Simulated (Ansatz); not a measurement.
**ClF₂GeHSe: how energies converge with the basis set**

One table from this session's results is given with a row withheld; the runs are named, their logs left out.

Method: one geometry, several basis sets; program: Ansatz 0.2.0, Gaussian basis.

The runs, in order: PBE0-D4/def2-SVP; ωB97M-V/def2-SVP; PBE0-D4/def2-QZVPP; ωB97M-V/def2-QZVPP; the functionals' def2-TZVPP values are taken from earlier runs.

## The relaxed structure

The geometry comes from an earlier relaxation with PBE0-D4 in a triple-zeta def2 set; it is a stationary point.

SMILES `[F][Ge]([F])([Cl])[SeH]`, 6 atoms, charge 0, spin multiplicity 1.

Atoms are counted from 1 here; the program's logs count them from 0.

Bond lengths: F1–Ge2 1.714 Å, Ge2–F3 1.715 Å, Ge2–Cl4 2.114 Å, Ge2–Se5 2.308 Å, Se5–H6 1.470 Å. Angles: F1–Ge2–F3 105.0°, F1–Ge2–Cl4 108.8°, F1–Ge2–Se5 107.4°, F3–Ge2–Cl4 106.0°, F3–Ge2–Se5 113.1°, Cl4–Ge2–Se5 115.9°, Ge2–Se5–H6 90.1°.

The first run:

in.yaml reads:

```yaml
crystal:
  periodic: [false, false, false]
  atoms:
    - {symbol: F, position_ang: [1.636885, -1.238367, 0.505561]}
    - {symbol: Ge, position_ang: [0.156046, -0.454436, 0.145560]}
    - {symbol: F, position_ang: [-0.873382, -0.820772, 1.467605]}
    - {symbol: Cl, position_ang: [-0.713370, -1.380305, -1.544422]}
    - {symbol: Se, position_ang: [0.598898, 1.802040, -0.057412]}
    - {symbol: H, position_ang: [-0.763077, 2.027738, -0.563092]}
basis:
  gaussian: {orbitals: def2-SVP}
hamiltonian: {xc: pbe0, dispersion: d4}
output: {orbitals: {seedname: orbitals}}
```

Among the steps run: PBE0-D4 in def2-SVP; ωB97M-V in def2-SVP; PBE0-D4 in def2-QZVPP; ωB97M-V in def2-QZVPP.

One table of the session follows, with a row left open; its other results are not shown here.

It belongs to the step «Density functionals: the series». 

| functional | basis | HOMO (eV) | LUMO (eV) |
| --- | --- | --- | --- |
| PBE0-D4 | def2-SVP | -8.10 | -1.68 |
| PBE0-D4 | def2-TZVPP | -8.19 | -1.85 |
| PBE0-D4 | def2-QZVPP | -8.22 | -1.91 |
| ωB97M-V | def2-SVP | -10.26 | 0.45 |
| ωB97M-V | def2-TZVPP | -10.37 | 0.18 |
| ωB97M-V | def2-QZVPP | ? | ? |

**Question.** Estimate the row for ωB97M-V, def2-QZVPP.

As computed: HOMO (eV): -10.41; LUMO (eV): 0.05. In the column «HOMO (eV)» it is the lowest.
